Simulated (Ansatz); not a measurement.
# BeGe: the cost of one run

Computed with Ansatz 0.2.0 (DFT PBE, scalar-relativistic, plane waves, PAW, unless a step's input says otherwise).

1 further run of the same task is left out (it didn't finish).

### Step 1. The starting structure

It takes space group P-3m1 (No. 164, trigonal). Conventional cell: a = 2.956 Å, b = 2.956 Å, c = 7.582 Å, α = 90.00°, β = 90.00°, γ = 120.00°. Be (site symmetry 3m) is surrounded by 3 Be at 2.36 Å and 3 Ge at 2.55 Å. Around Ge (site symmetry 3m) lie 3 Be at 2.55 Å and 3 Ge at 2.76 Å.

Coordinates:

```xyz
4
Lattice="2.9560 0.0000 0.0000 -1.4780 2.5600 0.0000 0.0000 0.0000 7.5816" Properties=species:S:1:pos:R:3 pbc="T T T"
Be    1.4780    0.8533    6.7687
Be    0.0000    1.7067    0.8129
Ge    0.0000    1.7067    4.8778
Ge    1.4780    0.8533    2.7038
```

The cell is invented: close-packed layers stacked ABAB|A (P-3m1, No. 164). The dimensions are guesses.

### Step 2. The guess as it stands, on a coarse mesh

input.yaml reads:

```yaml
crystal:
  lattice:
    - [2.95601497, 0.0, 0.0]
    - [-1.47800749, 2.55998406, 0.0]
    - [0.0, 0.0, 7.58158764]
  atoms:
    - { symbol: Be, position: [0.66666667, 0.33333333, 0.89277917] }
    - { symbol: Be, position: [0.33333333, 0.66666667, 0.10722083] }
    - { symbol: Ge, position: [0.33333333, 0.66666667, 0.64337914] }
    - { symbol: Ge, position: [0.66666667, 0.33333333, 0.35662086] }
basis:
  ecutwfc: 420
kpoints:
  mp_grid: { grid: [6, 6, 2] }
hamiltonian:
  xc: pbe
scf:
  occupations: { method: gaussian, width: 0.1 }
  lower_state_search: "off"
output:
  forces: true
  stress: true
  eigenvalues: true
```

Run with:

```bash
ansatz run input.yaml --threads 1 --pin off --max-ram 2048MiB --backend cpu --events-out ev --progress --plain --runs-dir out
```

Q: Estimate wall time and peak memory on 1 thread of Arm Neoverse V2, shared host.

About 1.1 s, with a peak of 0.29 GiB.
